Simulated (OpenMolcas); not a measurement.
# V³⁺ in Cs2NaYCl6: CASSCF and CASPT2 levels and susceptibility

Which state of V³⁺ lies lowest among these ligands, how large is the field, and what χT follows?

The numbers are computed with OpenMolcas 26.06 (state-averaged CASSCF and CASPT2, spin-orbit coupling by RASSI with atomic mean-field integrals), except any that are marked as measured or tabulated.

### 1 Starting point

- Species: V³⁺ (vanadium, Z = 23, 20 electrons)
- Basis: ANO-RCC-VDZP [5s4p2d1f], 166 functions with the ligands
- Scalar Hamiltonian: DKH2, point nucleus
- Inactive shells: 1s 2s 2p 3s 3p of the metal, and all ligand shells
- Active space: 2 electrons in 5 orbitals (3d)
- Some configurations of this space: 3d²
- Orbitals: optimised for each spin and parity, averaged over all roots

Outer shells as boxes (Hund's rule):

3d2
```
3d [↑ ][↑ ][  ][  ][  ]
```

V³⁺ is taken with its 6 nearest chloride ions at 2.422 Å, on the cation site of Cs2NaYCl6 (a = 10.7396 Å). The rest of the host is ab initio model potentials to 7.6 Å, with orthogonalisation functions on the cations behind the ligands, and point charges beyond; the distance is set by hand, nothing relaxes, and no local charge compensation is placed. Ligand basis ANO-RCC-VDZP.

```xyz
15

V     0.0000    0.0000    0.0000
Cl    2.4220    0.0000    0.0000
Cl    0.0000    2.4220    0.0000
Cl   -2.4220    0.0000    0.0000
Cl    0.0000   -2.4220    0.0000
Cl    0.0000    0.0000    2.4220
Cl    0.0000    0.0000   -2.4220
Cs    2.6849   -2.6849   -2.6849
Cs   -2.6849    2.6849    2.6849
Cs    2.6849   -2.6849    2.6849
Cs   -2.6849    2.6849   -2.6849
Cs    2.6849    2.6849   -2.6849
Cs   -2.6849   -2.6849    2.6849
Cs    2.6849    2.6849    2.6849
Cs   -2.6849   -2.6849   -2.6849
```

The work runs as a chain of OpenMolcas steps in one folder; each step below is one input file. Labels, J, g values, rates, χT and fits are worked out afterwards by a script from the matrices that RASSI stores.

### 2 Basis and integrals

File a.inp:

```
&GATEWAY
Basis set
V.ANO-RCC-VDZP.
V1 0.0 0.0 0.0 Angstrom
End of basis
Basis set
Cl.ANO-RCC-VDZP.
L1 2.422000 0.000000 0.000000 Angstrom
L2 0.000000 2.422000 0.000000 Angstrom
L3 0.000000 0.000000 2.422000 Angstrom
End of basis
Basis set
Na.EMB-AIMP.Al-Abdalla.7s4p.1s1p.ECP.Cs2NaYCl6.
PseudoCharge
* 3 symmetry-unique lattice sites within 7.6 angstrom
End of basis
Basis set
Cs.EMB-AIMP.Al-Abdalla.0s.0s.ECP.Cs2NaYCl6.
PseudoCharge
* 4 symmetry-unique lattice sites within 7.6 angstrom
End of basis
Basis set
Cl.EMB-AIMP.Al-Abdalla.0s.0s.ECP.Cs2NaYCl6.
PseudoCharge
* 12 symmetry-unique lattice sites within 7.6 angstrom
End of basis
Basis set
Y.EMB-AIMP.Al-Abdalla.0s.0s.ECP.Cs2NaYCl6.
PseudoCharge
* 6 symmetry-unique lattice sites within 7.6 angstrom
End of basis
Symmetry
XYZ
AngMom=0.0 0.0 0.0
AMFI
RICD
XField
1564 Angstrom 0
* Evjen-weighted lattice charges
&SEWARD
```

Launch:

```bash
$ OMP_NUM_THREADS=1 MOLCAS_MEM=2457 MOLCAS_PROJECT=a pymolcas a.inp > a.log
```

### 3 Reference wave functions, triplets, 10 roots

File a.inp:

```
&RASSCF
FileOrb=start.orb
Symmetry=1
Spin=3
nActEl=2 0 0
Inactive=30 33
Ras2=5 0
CIRoot=10 10 1
SDav=10
CIMx=300
Iter=150 100
PrWF=0.3
OrbListing=Nothing
MaxOrb=0
LevShft=1.0
>>> COPY $Project.JobIph JOB001
```

start.orb holds start orbitals that the driver prepared beforehand, or those of the step before.

### 4 Reference wave functions, singlets, 15 roots

File a.inp:

```
&RASSCF
FileOrb=start.orb
Symmetry=1
Spin=1
nActEl=2 0 0
Inactive=30 33
Ras2=5 0
CIRoot=15 15 1
SDav=15
CIMx=300
Iter=150 100
PrWF=0.3
OrbListing=Nothing
MaxOrb=0
LevShft=1.0
>>> COPY $Project.JobIph JOB002
```

### 5 RASSI: spin-orbit coupling between the states

File a.inp:

```
&RASSI
NrOfJobIphs=2 10 15
1 2 3 4 5 6 7 8 9 10
1 2 3 4 5 6 7 8 9 10 11 12 13 14 15
IphNames
JOB001
JOB002
EJob
SpinOrbit
DIPRint=1.0
SOCoupling=1000.0
Subsets=2
Property=9
'ANGMOM' 1 'ANGMOM' 2 'ANGMOM' 3 'MLTPL  1' 1 'MLTPL  1' 2 'MLTPL  1' 3
'AMFI' 1 'AMFI' 2 'AMFI' 3
SOProperty=3
'ANGMOM' 1 'ANGMOM' 2 'ANGMOM' 3
```

### 6 CASPT2: IPEA 0.25, imaginary shift 0.1 (closed shells correlated: 3s 3p of the metal, with ligand shells; the Frozen line counts the rest)

File a.inp:

```
>>> COPY JOB001 $Project.JobIph
&CASPT2
Multistate=10 1 2 3 4 5 6 7 8 9 10
NoMult
Frozen=17 18
IPEA=0.25
Imaginary=0.1
MaxIter=60
WThr=0.0 0.3 0.05
PrWF=0.5
NoMix
>>> COPY JOB002 $Project.JobIph
&CASPT2
Multistate=15 1 2 3 4 5 6 7 8 9 10 11 12 13 14 15
NoMult
Frozen=17 18
IPEA=0.25
Imaginary=0.1
MaxIter=60
WThr=0.0 0.3 0.05
PrWF=0.5
NoMix
```

(Steps that only read results are left out.)

Before running it: what results should come out? Wanted: spin-free ground state; first state of the same spin within the active space; lowest level; next level.

**Answer**, as computed:

| quantity | value |
| --- | --- |
| method | SS-CASPT2, IPEA 0.25, imaginary shift 0.1 (closed shells correlated: 3s 3p of the metal, with ligand shells; the Frozen line counts the rest) |
| spin-free ground state | 3T1, 3-fold in its orbital part |
| first state of the same spin within the active space | 3T2 at 11100 cm⁻¹ |
| lowest level | 2-fold E, g = 0.00, 0.00, 0.00 |
| next level | 6.0 cm⁻¹ |
| χT at 300 K | 0.90 cm³ K/mol |
| effective moment at 300 K | 2.68 μB |

Cost by method:

| method | time of its own steps | time with the reference |
| --- | --- | --- |
| A. CASSCF | 29 s | 29 s |
| B. SS-CASPT2, IPEA 0.25, imaginary shift 0.1, +3s 3p | 96 s | 2.1 min |

Times are of one thread on a shared host.

The spin-free ground state (3T1) is 3-fold and keeps the highest spin of the shell. χT at 300 K is 0.90, against 1.00 cm³ K/mol for the spin alone, so spin-orbit coupling lowers it. A ligand-field fit to the states below 45000 cm-1 gives 10Dq = 13130 cm-1, B = 752 cm-1 and C = 2611 cm-1 (C/B = 3.47), with a deviation of 296 cm-1. CASPT2 does not keep the components of a term degenerate, and the means are used.
